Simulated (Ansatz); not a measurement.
# InPd: a sweep of the PAW cutoff

The task here is to estimate one member of a computed series from the others.

Program: Ansatz 0.2.0. Level of theory: DFT, LDA, PAW with Ansatz's default frozen-core files, scalar-relativistic. These are calculated values, not measurements.

## Starting point

It takes space group Pm-3m (No. 221, cubic). Conventional cell: a = 3.272 Å, b = 3.272 Å, c = 3.272 Å, α = 90.00°, β = 90.00°, γ = 90.00°. Around In (site symmetry m-3m) lie 8 Pd at 2.83 Å. Around Pd (site symmetry m-3m) lie 8 In at 2.83 Å.

Coordinates:

```cif
data_structure
_symmetry_space_group_name_H-M 'Pm-3m'
_symmetry_Int_Tables_number 221
_cell_length_a 3.2719
_cell_length_b 3.2719
_cell_length_c 3.2719
_cell_angle_alpha 90.000
_cell_angle_beta 90.000
_cell_angle_gamma 90.000
_cell_volume 35.03
loop_
_atom_site_label
_atom_site_type_symbol
_atom_site_symmetry_multiplicity
_atom_site_Wyckoff_symbol
_atom_site_fract_x
_atom_site_fract_y
_atom_site_fract_z
_atom_site_occupancy
In1 In 1 a 0.00000 0.00000 0.00000 1
Pd1 Pd 1 b 0.50000 0.50000 0.50000 1
```

The file gives the conventional cell by its symmetry; the runs use the cell typed in the input.

Structure from a Materials Project entry, not relaxed further.

Atoms are numbered in the order of the input: In1, Pd2.

Set-up of the first run:

The input, input.yaml:

```yaml
crystal:
  lattice:
    - [3.27188478, 0.0, 0.0]
    - [0.0, 3.27188478, 0.0]
    - [0.0, 0.0, 3.27188478]
  atoms:
    - { symbol: In, position: [0.0, 0.0, 0.0] }
    - { symbol: Pd, position: [0.5, 0.5, 0.5] }
kpoints:
  mp_grid: { grid: [13, 13, 13] }
scf:
  occupations: { method: fermi_dirac, width: 0.03 }
hamiltonian:
  xc: lda
  pseudopotentials: { kind: paw }
output:
  forces: true
  stress: true
  eigenvalues: true
  efg: { contact_densities: true }
basis:
  ecutwfc: 150
```

Among the steps run: With PAW files, cutoff 150 eV; With PAW files, cutoff 200 eV; With PAW files, cutoff 300 eV; With PAW files, cutoff 500 eV; With PAW files, cutoff 600 eV.

One of the session's tables, all rows but one given; the rest of the session is left out.

It belongs to the step «The sweep in one table». 

| cutoff (eV) | pressure (GPa) |
| --- | --- |
| 150 | -53.33 |
| 200 | ? |
| 300 | -6.78 |
| 500 | -6.91 |
| 600 | -6.92 |

Estimate the missing values for cutoff (eV) = 200.

Worked estimate for «pressure (GPa)». A straight line through the neighbours (150, -53.33) and (300, -6.78) gives -53.33 + (-6.78 + 53.33) × (200 − 150) / (300 − 150) = -37.81; a parabola fitted to 3 rows on both sides gives -33.37.

As computed: pressure (GPa): -18.36. In «pressure (GPa)» the line misses by -19.45 and the parabola by -15.01. Between these rows the values bend or scatter more than so simple an estimate can follow.

Energies are those extrapolated to zero smearing.

To keep in mind: Warnings in the runs' records: gradients without spin orbit, cutoff below recommended, efg cores unanswered.
